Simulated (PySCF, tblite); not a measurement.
**C8H11 radical: geometry, infrared bands and EPR parameters**

What infrared bands and EPR parameters should C8H11 radical (`C1C[C]1[C@@H]1[C@@H]2CC[C@@H]21`) show?

The runs use tblite 0.8.0 and PySCF 2.14.0, with density-fitted response routines of our own; the level of theory stands in each step. All values are computed, except where a source is named. Atoms are numbered from 0 throughout.

### Step 1. Starting geometry

19 atoms, charge 0, multiplicity 2; geometry from: force field or distance geometry start.

Bonds of the start (Å): C0–C1 1.52, C1–C2 1.50, C2–C3 1.49, C3–C4 1.50, C4–C5 1.51, C5–C6 1.52, C6–C7 1.50, C2–C0 1.49, C7–C3 1.51, C7–C4 1.49, C0–H8 1.12, C0–H9 1.12, C1–H10 1.11, C1–H11 1.10, C3–H12 1.13, C4–H13 1.09, C5–H14 1.10, C5–H15 1.12, C6–H16 1.10, C6–H17 1.12, C7–H18 1.08.

### Step 2. Optimising the geometry with GFN2-xTB

Job settings and geometry (Å):

```
{"job": {"kind": "relax", "xc": "GFN2-xTB", "basis": "xTB"}, "charge": 0, "multiplicity": 2}
C     -2.262200    -0.445800     0.275200
C     -1.687900    -1.619000    -0.504500
C     -0.841500    -0.428300    -0.177000
C      0.234500    -0.454200     0.846300
C      0.928700     0.864500     0.996700
C      0.861500     1.691700    -0.264700
C      1.540900     0.582100    -1.053800
C      1.593400    -0.216100     0.220600
H     -2.893900     0.293900    -0.274500
H     -2.551000    -0.707500     1.321500
H     -1.561900    -2.591200     0.022300
H     -1.946700    -1.710900    -1.569200
H      0.171200    -1.131300     1.745200
H      1.351300     1.229100     1.929700
H      1.372800     2.665700    -0.272300
H     -0.220800     1.784800    -0.539500
H      2.530000     0.847100    -1.468300
H      0.887600     0.068000    -1.806200
H      2.484300    -0.713500     0.565000
```

Run with:

```sh
$ OMP_NUM_THREADS=1 python probes_run.py task.json out
```

One launch serves the whole session: the jobs run in the order shown.

**Question.** This job is followed by: GFN2-xTB harmonic vibrations, gas phase; UKS B3LYP, pcH-1 on C H, non-relativistic, mean-field spin-orbit, GIAO. Predict these results of the whole session: strongest single infrared mode (GFN2-xTB); zero-point energy (GFN2-xTB); g(iso) (B3LYP); ⟨S²⟩; largest a(iso) (averaged by class); surface potential, 1st and 99th percentile.

**Answer**, as computed:

```
                                 quantity                 value
strongest single infrared mode (GFN2-xTB)  3022 cm⁻¹, 75 km/mol
             zero-point energy (GFN2-xTB)        101.7 kcal/mol
                           g(iso) (B3LYP)               2.00272
                                     ⟨S²⟩    0.753 (exact 0.75)
       largest a(iso) (averaged by class)  13C on C2, 257.9 MHz
    surface potential, 1st and 99th percentile    -0.58 V and 0.66 V
```

**Reading.** Relaxing lowered the energy by 0.740 eV in 48 steps; the close pair that moved most is C0–H8, from 1.117 to 1.082 Å. The lowest mode is imaginary (75i cm⁻¹), so the xTB geometry is not a minimum. The strongest single mode, at 3022 cm⁻¹, moves mainly H16 and H14. Unscaled tight-binding wavenumbers are off by several per cent, some by more. Its intensities can rank the bands wrongly. C2 carries the largest spin population, 0.93 e. The isotropic g lies 0.4 ppt above the free-electron value.
